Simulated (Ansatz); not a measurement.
# Cl2FHHfO: one species, many methods

The task here is to estimate one member of a computed series from the others.

The runs use Ansatz 0.2.0, Gaussian basis; functionals in def2-TZVPP, the program's frozen cores in correlated methods.

The runs, in order: LDA (SPW92), PBE-D4, revPBE-D4, BLYP-D4, r2SCAN-D4, B97M-V, PBE0-D4, B3LYP-D4, r2SCANh-D4, r2SCAN0-D4, HSE06-D4, BHLYP-D4, CAM-B3LYP-D4, LC-ωPBE, ωB97X-V, ωB97M-V, B2PLYP, PBE-QIDH; CCSD(T)/def2-SVP; CCSD(T)/def2-TZVPP; CCSD(T)/def2-QZVPP; extrapolation to the limit; RPA on PBE.

## The relaxed structure

All runs share one geometry, relaxed beforehand with PBE0-D4 in a triple-zeta def2 set. Hf takes the def2 core potential; no spin-orbit term is included.

6 atoms, charge 0, spin multiplicity 1.

Atoms are counted from 1 here; the program's logs count them from 0.

Bond lengths: O1–Hf2 1.887 Å, O1–H6 0.952 Å, Hf2–F3 1.894 Å, Hf2–Cl4 2.344 Å, Hf2–Cl5 2.344 Å. Angles: Hf2–O1–H6 178.9°, O1–Hf2–F3 108.8°, O1–Hf2–Cl4 109.8°, O1–Hf2–Cl5 109.8°, F3–Hf2–Cl4 109.0°, F3–Hf2–Cl5 109.0°, Cl4–Hf2–Cl5 110.4°.

Geometry (Å):

```mol
Cl2FHHfO
  3D, bonds by distance, orders not assigned

  6  5  0  0  0  0  0  0  0  0999 V2000
   -1.0302    0.9941   -0.3225 O   0  0
    0.2743   -0.3226    0.0330 Hf  0  0
    0.1697   -1.6635   -1.3009 F   0  0
   -0.1305   -1.2971    2.1263 Cl  0  0
    2.4109    0.6405   -0.0204 Cl  0  0
   -1.6942    1.6487   -0.5156 H   0  0
  1  2  8  0
  2  3  8  0
  2  4  8  0
  2  5  8  0
  1  6  8  0
M  END
```

The first run:

in.yaml

```yaml
crystal:
  periodic: [false, false, false]
  atoms:
    - {symbol: O, position_ang: [-1.030174, 0.994144, -0.322500]}
    - {symbol: Hf, position_ang: [0.274295, -0.322649, 0.033037]}
    - {symbol: F, position_ang: [0.169711, -1.663532, -1.300858]}
    - {symbol: Cl, position_ang: [-0.130465, -1.297112, 2.126347]}
    - {symbol: Cl, position_ang: [2.410882, 0.640468, -0.020419]}
    - {symbol: H, position_ang: [-1.694249, 1.648682, -0.515607]}
basis:
  gaussian: {orbitals: def2-TZVPP}
hamiltonian: {xc: lda}
output: {orbitals: {seedname: orbitals}}
```

Started as:

```console
ansatz run in.yaml --threads 2 --pin off --events-out ev --progress --plain --max-ram 20480MiB --backend cpu
```

Steps of the session up to this table: LDA; PBE-D4 (GGA); revPBE-D4 (GGA); BLYP-D4 (GGA); r2SCAN-D4 (meta-GGA); B97M-V (meta-GGA); PBE0-D4 (hybrid); B3LYP-D4 (hybrid); r2SCANh-D4 (hybrid); r2SCAN0-D4 (hybrid); HSE06-D4 (hybrid); BHLYP-D4 (hybrid); CAM-B3LYP-D4 (range-separated); LC-ωPBE (range-separated); ωB97X-V (range-separated); ωB97M-V (range-separated); B2PLYP (double hybrid); PBE-QIDH (double hybrid).

One table of the session follows, with a row left open; its other results are not shown here.

It belongs to the step «Frontier levels by functional». 

| functional | HOMO (eV) | gap (eV) |
| --- | --- | --- |
| LDA (SPW92) | -8.11 | 5.86 |
| PBE-D4 | -7.93 | 5.96 |
| revPBE-D4 | -7.87 | 6.00 |
| BLYP-D4 | -7.76 | 5.92 |
| r2SCAN-D4 | -8.33 | 6.55 |
| B97M-V | -8.39 | 6.67 |
| PBE0-D4 | -9.36 | 8.22 |
| B3LYP-D4 | -9.07 | 7.71 |
| r2SCANh-D4 | -8.85 | 7.37 |
| r2SCAN0-D4 | -9.63 | 8.61 |
| HSE06-D4 | ? | ? |
| BHLYP-D4 | -10.63 | 10.47 |
| CAM-B3LYP-D4 | -10.71 | 10.68 |
| LC-ωPBE | -12.15 | 13.32 |
| ωB97X-V | -11.76 | 12.82 |
| ωB97M-V | -11.60 | 12.36 |

Estimate the missing values for HSE06-D4.

**Answer.** HOMO (eV): -8.96; gap (eV): 7.44. In the column «HOMO (eV)» it lies between B3LYP-D4 (-9.07) and r2SCANh-D4 (-8.85).
